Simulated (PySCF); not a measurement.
# SnN2: structure of the singlet

The task is one start of a wider search on SnN2: the singlet, from a linear start. It is relaxed, tested by its Hessian and followed downhill if it is a saddle.

Method: PBE0, basis Sn def2-TZVP with ECP28, N def2-TZVP, scalar-relativistic core potentials, no spin–orbit coupling, density fitting; program: PySCF 2.14.0.

### 1 The system as given

3 atoms, charge 0, spin multiplicity 1.

Bond lengths: Sn1–N2 1.900 Å, Sn1–N3 1.900 Å. Angles: N2–Sn1–N3 180.0°.

Coordinates in bohr (charge 0 multiplicity 1):
```
Sn    0.0000    0.0000    0.0000
N     0.0000    0.0000    3.5905
N     0.0000    0.0000   -3.5905
```

### 2 Finding the electronic state

One driver script runs all steps and calls PySCF; scf.py shows how it sets up the SCF of each step. The optimiser is the driver's own. After this first run the driver tries any further starts and a stability analysis.

The input, scf.py:

```python
from pyscf import gto, scf, dft
mol = gto.M(atom='''
Sn     0.000000     0.000000     0.000000
N      0.000000     0.000000     1.900000
N      0.000000     0.000000    -1.900000''',
    basis={'Sn': 'def2-TZVP', 'N': 'def2-TZVP'},
    ecp={'Sn': 'def2-TZVP'},
    charge=0, spin=0)
mf = dft.RKS(mol, xc='PBE0')
mf.grids.atom_grid = (50, 194)
aux = {'Sn': 'def2-universal-JKFIT', 'N': 'def2-universal-JKFIT'}
mf = mf.density_fit(auxbasis=aux)
mf.conv_tol = 1e-08
mf.diis_space = 10
mf.max_cycle = 60
mf.init_guess = 'minao'
mf.verbose = 4
mf.kernel()
```

Launch:

```sh
$ OMP_NUM_THREADS=2 python axn.py task.json out
```

Log:

```text
init E= -286.513872063433
cycle= 1 E= -321.687719810176  delta_E= -35.2  |g|= 2.95  |ddm|=   31
  HOMO = -0.136080867245935  LUMO = -0.123826011558817  gap/eV = 0.33347
cycle= 2 E= -314.661255306937  delta_E= 7.03  |g|= 6.41  |ddm|= 8.57
  HOMO = -0.204394144804183  LUMO = -0.160220854370555  gap/eV = 1.20202
cycle= 3 E= -323.398561570134  delta_E= -8.74  |g|= 0.346  |ddm|= 4.17
  HOMO = -0.321696650319515  LUMO = -0.262828662223088  gap/eV = 1.60188
cycle= 4 E= -323.390048200529  delta_E= 0.00851  |g|= 0.371  |ddm|= 0.459
  HOMO = -0.272740262372395  LUMO = -0.212490696232676  gap/eV = 1.63947
cycle= 5 E= -323.422503473022  delta_E= -0.0325  |g|= 0.0557  |ddm|= 0.295
  HOMO = -0.274796800991728  LUMO = -0.213567747486204  gap/eV = 1.66613
cycle= 6 E= -323.423420095792  delta_E= -0.000917  |g|= 0.00805  |ddm|= 0.0767
  HOMO = -0.275107834762464  LUMO = -0.213582187096414  gap/eV = 1.67420
cycle= 7 E= -323.423437284597  delta_E= -1.72e-05  |g|= 0.00163  |ddm|= 0.00742
  HOMO = -0.275097631260094  LUMO = -0.213496599457173  gap/eV = 1.67625
cycle= 8 E= -323.423438139487  delta_E= -8.55e-07  |g|= 0.000132  |ddm|= 0.00202
  HOMO = -0.275122131363744  LUMO = -0.213506746583713  gap/eV = 1.67664
cycle= 9 E= -323.42343814766  delta_E= -8.17e-09  |g|= 2.6e-05  |ddm|= 0.0002
  HOMO = -0.275123962275044  LUMO = -0.213505991942322  gap/eV = 1.67671
Extra cycle  E= -323.423438147337  delta_E= 3.23e-10  |g|= 4.95e-05  |ddm|= 9.11e-05
converged SCF energy = -323.423438147337
```

This step, with its further starts and checks, ran for 7.4 s (2 threads of Arm Neoverse V2, shared host).

Energies from each starting density:

| start | energy (Eh) |
| --- | --- |
| the minimal-basis guess | -323.423438 |
| a thermally smeared density | -323.423440 |
| a smeared PBE density | -323.423438 |

No lower closed-shell solution turned up from the other starts or in the test of internal stability.

### 3 Linear start, singlet: relaxation

The program finds D∞h symmetry in the start, which this walk keeps. The walk stops when the largest gradient is under 0.0003 Eh/bohr and the energy has settled too.

scf.py, as its differences from that of step 2:

```diff
@@ -16 +15,0 @@
-mf.init_guess = 'minao'
```

Steps of the walk:

| step | energy (Eh) | change (kJ/mol) | largest symmetric gradient (Eh/bohr) |
| --- | --- | --- | --- |
| 0 | -323.423440 | 0.00 | 0.00986 |
| 1 | -323.423798 | -0.94 | 0.00082 |
| 2 | -323.423801 | -0.95 | 0.00004 |

The walk took 4.3 s.

Geometry (Å) and forces (eV/Å) at some steps:

```
step 0
Sn   0.000   0.000   0.000   0.000   0.000   0.000
N    0.000   0.000   1.900   0.000   0.000  -0.507
N    0.000   0.000  -1.900   0.000   0.000   0.507
step 1
Sn   0.000   0.000   0.000   0.000   0.000   0.000
N    0.000   0.000   1.879   0.000   0.000   0.042
N    0.000   0.000  -1.879   0.000   0.000  -0.042
step 2
Sn   0.000   0.000   0.000   0.000   0.000   0.000
N    0.000   0.000   1.881   0.000   0.000  -0.002
N    0.000   0.000  -1.881   0.000   0.000   0.002
```

After 2 steps and 0.9 kJ/mol it ends at D∞h: Sn–N 1.881 Å (×2); N–Sn–N 180.0°.

### 4 Hessian and properties

The point is checked on the finer grid, and tightened if its gradient asks for it. The Hessian and the dipole derivatives come from central differences of analytic gradients, with steps of 0.02 bohr.

scf.py, as its differences from that of step 3:

```diff
@@ -4,2 +4,2 @@
-N      0.000000     0.000000     1.900000
-N      0.000000     0.000000    -1.900000''',
+N      0.000000     0.000000     1.881002
+N      0.000000    -0.000000    -1.881002''',
@@ -10 +10 @@
-mf.grids.atom_grid = (50, 194)
+mf.grids.atom_grid = (75, 302)
@@ -13 +13 @@
-mf.conv_tol = 1e-08
+mf.conv_tol = 1e-10
```

This SCF starts from the last density.

Log of the central SCF (cycles and frontier levels):

```text
init E= -323.423799157291
  HOMO = -0.275369111782938  LUMO = -0.213631985028737  gap/eV = 1.67995
cycle= 1 E= -323.423799157292  delta_E= -5.68e-13  |g|= 2.43e-07  |ddm|= 6.21e-07
  HOMO = -0.275369106499433  LUMO = -0.213631980880205  gap/eV = 1.67995
Extra cycle  E= -323.42379915729  delta_E= 1.31e-12  |g|= 1.46e-06  |ddm|= 1.01e-06
converged SCF energy = -323.42379915729
```

The whole step took 16 s.

Geometry: D∞h; Sn–N 1.881 Å (×2); N–Sn–N 180.0°.

Modes, for the most abundant isotopes:

```
ω (cm⁻¹)  IR (km/mol)     type
     131         23.5     bend
     152         19.8     bend
     737          0.0  stretch
     745         64.3  stretch
```

Every mode is real; the point is a minimum.

The SCF density has lower symmetry than the nuclear frame, so the modes carry no labels; pairs that should be degenerate can split.

Properties at this point:

| Quantity | Value |
| --- | --- |
| Dipole moment | 0.00 D |
| Highest occupied level | -7.49 eV |
| Lowest empty level | -5.81 eV |
| Rotational constants | 0.1701 cm⁻¹ |
| Zero-point energy | 10.6 kJ/mol |
| Principal polarisabilities | 36.3, 38.1, 97.8 bohr³ |
| Atomisation energy without zero-point energy | 203 kJ/mol |
| Principal traceless quadrupole moments about the centre of mass | -14.36, 5.25, 9.11 D Å |
| Entropy at 298.15 K and 1 bar | 258.3 J/(mol K) |
| Heat capacity Cp at 298.15 K | 51.4 J/(mol K) |
| Enthalpy at 298.15 K above 0 K | 12.64 kJ/mol |
| Rotational symmetry number | 2 |

Populations by atom (charges in e):

```
atom  Mulliken  Löwdin  polar tensor  Mayer order to Sn1
 Sn1      0.72    0.56          0.06                   –
N2,3     -0.36   -0.28         -0.03                1.93
```

Mulliken populations on Sn1 (outside its core potential): s 3.28, p 7.74, d 10.17, f 0.09.

### 5 A spin-polarised start

A stability analysis found the closed shell of the lowest minimum unstable towards spin polarisation, so the unrestricted solution is followed.

The program finds D∞h symmetry in the start, which may break. Threshold on the gradient: 0.0003 Eh/bohr, with a further test on the energy change.

scf.py, as its differences from that of step 4:

```diff
@@ -9,2 +9,2 @@
-mf = dft.RKS(mol, xc='PBE0')
-mf.grids.atom_grid = (75, 302)
+mf = dft.UKS(mol, xc='PBE0')
+mf.grids.atom_grid = (50, 194)
@@ -13 +13 @@
-mf.conv_tol = 1e-10
+mf.conv_tol = 1e-08
```

Energy and gradient, step by step:

| step | energy (Eh) | change (kJ/mol) | largest gradient (Eh/bohr) |
| --- | --- | --- | --- |
| 0 | -323.466789 | 0.00 | 0.00537 |
| 1 | -323.466893 | -0.27 | 0.00026 |
| 2 | -323.466893 | -0.27 | 0.00001 |

The walk took 9.3 s.

After 2 steps and 0.3 kJ/mol it ends at D∞h: Sn–N 1.891 Å (×2); N–Sn–N 180.0°.

### 6 Hessian and properties

As before: finer grid, then central differences.

scf.py, as its differences from that of step 5:

```diff
@@ -3,3 +3,3 @@
-Sn     0.000000     0.000000     0.000000
-N      0.000000     0.000000     1.881002
-N      0.000000    -0.000000    -1.881002''',
+Sn    -0.000000    -0.000000     0.000000
+N     -0.000000     0.000000     1.891341
+N      0.000000    -0.000000    -1.891341''',
@@ -10 +10 @@
-mf.grids.atom_grid = (50, 194)
+mf.grids.atom_grid = (75, 302)
@@ -13 +13 @@
-mf.conv_tol = 1e-08
+mf.conv_tol = 1e-10
```

SCF at the final geometry:

```text
init E= -323.466889917193
[... the frontier-level lines of each cycle are left out ...]
cycle= 1 E= -323.466889916634  delta_E= 5.6e-10  |g|= 3.34e-05  |ddm|= 2.11e-05
cycle= 2 E= -323.466889893541  delta_E= 2.31e-08  |g|= 0.000213  |ddm|= 0.000133
cycle= 3 E= -323.466889917217  delta_E= -2.37e-08  |g|= 2.69e-06  |ddm|= 0.000115
cycle= 4 E= -323.466889917222  delta_E= -5.12e-12  |g|= 9.19e-07  |ddm|= 2.62e-06
Extra cycle  E= -323.466889917229  delta_E= -7.05e-12  |g|= 1.31e-06  |ddm|= 3.52e-06
converged SCF energy = -323.466889917229  <S^2> = 1.1693725  2S+1 = 2.3827484
```

The whole step ran for 30 s (2 threads of Arm Neoverse V2, shared host).

Geometry: D∞h; Sn–N 1.891 Å (×2); N–Sn–N 180.0°.

Harmonic modes (main isotopes):

```csv
ω (cm⁻¹),IR (km/mol),μ (u)
125,13.9,16.82
125,13.9,16.82
638,267,16.82
711,0.0,14.00
```

Every mode is real; the point is a minimum.

The SCF density has lower symmetry than the nuclear frame, so the modes carry no labels; pairs that should be degenerate can split.

Properties at this point:

- Dipole moment: 0.00 D
- Highest occupied level: -7.49 eV
- Lowest empty level: -4.62 eV
- Rotational constants: 0.1683 cm⁻¹
- Zero-point energy: 9.6 kJ/mol
- Principal polarisabilities: 40.9, 40.9, 110.7 bohr³
- Atomisation energy without zero-point energy: 316 kJ/mol
- Principal traceless quadrupole moments about the centre of mass: -13.45, 6.73, 6.73 D Å
- Entropy at 298.15 K and 1 bar: 261.1 J/(mol K)
- Heat capacity Cp at 298.15 K: 52.6 J/(mol K)
- Enthalpy at 298.15 K above 0 K: 12.94 kJ/mol
- Rotational symmetry number: 2
- Spin squared ⟨S²⟩: 1.169

Populations by atom (charges in e):

```csv
atom,Mulliken,Löwdin,polar tensor,spin (Mulliken),Mayer order to Sn1
Sn1,0.68,0.53,-0.45,0.00,–
"N2,3",-0.34,-0.26,0.23,0.00,1.86
```

Mulliken populations on Sn1 (outside its core potential): s 3.28, p 7.82, d 10.14, f 0.08.

### 7 All stationary points

| spin | group | bonds | imaginary modes (cm⁻¹) | ΔE (kJ/mol) | with zero-point energy |
| --- | --- | --- | --- | --- | --- |
| broken-symmetry (Ms = 0) | D∞h (density of lower symmetry) | Sn–N 1.891 Å (×2) | none | 0.0 | 0.0 |
| singlet | D∞h (density of lower symmetry) | Sn–N 1.881 Å (×2) | none | 113.1 | 114.1 |

### 8 Results

```
                                          quantity                             value
                                           minimum     broken-symmetry (Ms = 0), D∞h
                                          geometry  Sn–N 1.891 Å (×2); N–Sn–N 180.0°
                                wavenumbers (cm⁻¹)                125, 125, 638, 711
                                     dipole moment                            0.00 D
highest occupied, lowest empty level (either spin)                   -7.49, -4.62 eV
                        polar-tensor charge of Sn1                           -0.45 e
                                 zero-point energy                        9.6 kJ/mol
                               entropy at 298.15 K                   261.1 J/(mol K)
         atomisation energy (no zero-point energy)                        316 kJ/mol
                                              ⟨S²⟩                             1.169
```

What this shows: The linear start keeps its D∞h symmetry and ends in a minimum. The determinant is spin-contaminated (⟨S²⟩ = 1.17 against 0.00), so it is no pure spin state. In the infrared the band at 638 cm⁻¹ (stretch) leads. Sn1 has a polar-tensor charge of -0.5 e (a dipole derivative, not a static charge), yet symmetry cancels the bond dipoles. Other starts or spin states, not run here, may lie lower. The SCF density has lower symmetry than the nuclear frame.

The search up to here took 72 s.
